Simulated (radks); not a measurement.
**Xe³⁺ in [Kr] 4d10 5s2 5p3: an all-electron calculation**

An exercise on one series of results from a longer session: the logs are not shown, and one member is left open.

The numbers are computed with radks (a radial shooting solver on a logarithmic mesh, Libxc functionals) version 1 (Dirac Kohn-Sham, PBE, spin-unpolarised, spherical densities, finite nucleus; open shells fill j = l - 1/2 first), except any that are marked as measured or tabulated.

## The system

```
element            : xenon (Z = 54)
charge             : +3
electrons          : 51
configuration      : [Kr] 4d10 5s2 5p3
nuclear rms radius : 4.7859 fm
```

Set-up of the first run:

Input:

```text
Z 54
configuration [Kr] 4d10 5s2 5p3
relativity Dirac
functional pbe,pbe
spin unpolarised
j_filling energy
nucleus finite rms 4.7859 fm
c 137.035999084
```

Among the steps run: Self-consistent calculation.

One of the session's tables, all rows but one given; the rest of the session is left out.

It belongs to the step «Radial structure». From the orbitals of this run (lengths in bohr):

| level | <r> | outermost maximum (interpolated) | 90 % within | nodes |
| --- | --- | --- | --- | --- |
| 1s1/2 | 0.02666 | 0.0172 | 0.0480 | 0 |
| 2s1/2 | 0.1142 | 0.0971 | 0.177 | 1 |
| 2p1/2 | 0.09620 | 0.0744 | 0.158 | 0 |
| 2p3/2 | 0.1020 | 0.0793 | 0.166 | 0 |
| 3s1/2 | 0.3061 | 0.279 | 0.450 | 2 |
| 3p1/2 | 0.2962 | 0.266 | 0.445 | 1 |
| 3p3/2 | 0.3078 | 0.276 | 0.462 | 1 |
| 3d3/2 | 0.2787 | 0.224 | 0.438 | 0 |
| 3d5/2 | ? | ? | ? | ? |
| 4s1/2 | 0.7164 | 0.661 | 1.03 | 3 |
| 4p1/2 | 0.7453 | 0.677 | 1.09 | 2 |
| 4p3/2 | 0.7729 | 0.701 | 1.13 | 2 |
| 4d3/2 | 0.8666 | 0.743 | 1.31 | 1 |
| 4d5/2 | 0.8772 | 0.751 | 1.33 | 1 |
| 5s1/2 | 1.749 | 1.58 | 2.51 | 4 |
| 5p1/2 | 1.965 | 1.75 | 2.84 | 3 |
| 5p3/2 | 2.035 | 1.82 | 2.94 | 3 |

Q: Estimate the row for 3d5/2 from the others.

As computed: <r>: 0.2824; outermost maximum (interpolated): 0.227; 90 % within: 0.443; nodes: 0. In the column «<r>» it lies between 3d3/2 (0.2787) and 3p1/2 (0.2962).

Caveats from the session: Spin polarisation and multiplet splitting are left out.
